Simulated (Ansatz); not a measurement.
# Ti3Al: the cost of one run

Program: Ansatz 0.2.0. Level of theory: DFT PBEsol, scalar-relativistic, plane waves, PAW. These are calculated values, not measurements.

**1. The structure to begin with**

Symmetry: P-6m2, No. 187, hexagonal system. Conventional cell: a = 2.928 Å, b = 2.928 Å, c = 9.226 Å, α = 90.00°, β = 90.00°, γ = 120.00°. Ti (site symmetry -6m2) has 12 Ti at 2.86 to 2.93 Å in its first shell of neighbours. Around Ti (site symmetry 3m) lie 9 Ti at 2.86 to 2.93 Å and 3 Al at 2.86 Å. Al (site symmetry -6m2) has 6 Ti at 2.86 Å and 6 Al at 2.93 Å in its first shell of neighbours.

As a file:

```
CELL_PARAMETERS angstrom
2.92754 0.00000 0.00000
-1.46377 2.53533 0.00000
0.00000 0.00000 9.22636
ATOMIC_POSITIONS crystal
Ti 0.66667 0.33333 0.00000
Ti 0.33333 0.66667 0.75059
Ti 0.33333 0.66667 0.24941
Al 0.66667 0.33333 0.50000
```

Source of the structure: the Materials Project (structure only).

(A quick probe on a coarse mesh, which set the mesh and smearing, is not shown.)

**3. Relaxing cell and atoms**

The input, input.yaml:

```yaml
crystal:
  lattice:
    - [2.9275422229, 0.0, 0.0]
    - [-1.4637711114, 2.5353259357, 0.0]
    - [0.0, 0.0, 9.226362]
  atoms:
    - { symbol: Ti, position: [0.66666667, 0.33333333, 0.0] }
    - { symbol: Ti, position: [0.33333333, 0.66666667, 0.750594] }
    - { symbol: Ti, position: [0.33333333, 0.66666667, 0.249406] }
    - { symbol: Al, position: [0.66666667, 0.33333333, 0.5] }
basis:
  ecutwfc: 420
kpoints:
  mp_grid: { grid: [18, 18, 6] }
hamiltonian:
  xc: pbesol
scf:
  occupations: { method: gaussian, width: 0.1 }
output:
  forces: true
  stress: true
  eigenvalues: true
relax:
  adjacent_minimum: "off"
  f_tol: 0.005
  max_steps: 80
  cell: { stress_tol: 0.05 }
```

The run is started by

```
$ ansatz run input.yaml --threads 1 --pin off --max-ram 2560MiB --backend cpu --events-out ev --progress --plain --runs-dir out
```

**Question.** How long does this run take on 1 thread of Intel Xeon Platinum 8488C (Sapphire Rapids), shared host, and how much memory does it need?

About 69 s, with a peak of 0.55 GiB.
